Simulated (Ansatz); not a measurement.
# BClFGaH₂: an energy map over angle Cl4–Ga2–B1 and angle H5–B1–H6

A grid of calculations on BClFGaH₂, SMILES [BH2][Ga]([F])[Cl], to see where the energy is lowest and how it rises around there.

Program: Ansatz 0.2.0. Level of theory: RHF/def2-TZVP. These are calculated values, not measurements.

### 1 Starting geometry

SMILES `[BH2][Ga]([F])[Cl]`, 6 atoms, charge 0, spin multiplicity 1.

Atoms are counted from 1 here; the program's logs count them from 0.

Bond lengths: B1–Ga2 2.076 Å, B1–H5 1.214 Å, B1–H6 1.214 Å, Ga2–F3 1.773 Å, Ga2–Cl4 2.167 Å. Angles: Ga2–B1–H5 120.4°, Ga2–B1–H6 120.5°, H5–B1–H6 119.1°, B1–Ga2–F3 123.9°, B1–Ga2–Cl4 124.9°, F3–Ga2–Cl4 111.2°.

Geometry (Å):

```
B    -0.02647    0.96662   -0.72035
Ga    0.06220   -0.74430    0.45159
F     0.77372   -2.27601   -0.08784
Cl   -0.69304   -0.90233    2.47702
H    -0.96770    1.15379   -1.46373
H     0.85130    1.80223   -0.65669
```

This geometry comes from a loose relaxation at PBE in a small basis, which is not shown.

### 3 Setting up the map

The axes are (1) angle Cl4–Ga2–B1: 9 values from 100.5 to 150.5 °; (2) angle H5–B1–H6: 9 values from 93.6 to 143.6 °.

Nothing else is relaxed (all other coordinates rigid). Energies count from the relaxed molecule at the same level. Points are written as (first, second).

(The set-up runs are not shown.)

### 4 Grid point (150.5°, 93.6°)

input.yaml

```yaml
crystal:
  periodic: [false, false, false]
  atoms:
    - { symbol: B, position_ang: [-0.026995, 0.977558, -0.730123] }
    - { symbol: Ga, position_ang: [0.060244, -0.758587, 0.471145] }
    - { symbol: F, position_ang: [0.779554, -2.241636, -0.073157] }
    - { symbol: Cl, position_ang: [-0.356436, -1.780945, 2.318202] }
    - { symbol: H, position_ang: [-0.662017, 1.588196, -1.524432] }
    - { symbol: H, position_ang: [0.847053, 1.778999, -0.701543] }
basis:
  gaussian: { orbitals: def2-TZVP }
hamiltonian:
  xc: hf
output:
  forces: true
```

On the command line:

```sh
ansatz run input.yaml --threads 1 --pin off --max-ram 2560MiB --backend cpu --events-out ev --progress --plain --runs-dir out
```

Further runs follow: the other points that were computed.

**Question.** What will these runs give? Wanted: lowest point; highest computed point; largest force on an atom; dipole moment.

As calculated:

| quantity | value |
| --- | --- |
| lowest point | (125.5°, 118.6°), 0 kJ/mol |
| highest computed point | (150.5°, 93.6°), 96 kJ/mol above the lowest |
| largest force on an atom (eV/Å) | 0.00 at (125.5°, 118.6°) to 1.97 at (100.5°, 143.6°); 0.00 at the lowest point |
| dipole moment (D) | 0.96 at (100.5°, 93.6°) to 5.52 at (150.5°, 143.6°); 3.32 at the lowest point |
| time for the whole task | 8.2 min on 1 thread, shared host |

What this shows: The lowest computed point is at (125.5°, 118.6°), 0 kJ/mol from the relaxed molecule at the same level. The grid shows no other well, apart from its symmetry copies. The highest computed point, (150.5°, 93.6°), lies 96 kJ/mol above the lowest. Round the minimum the two coordinates are nearly uncoupled.
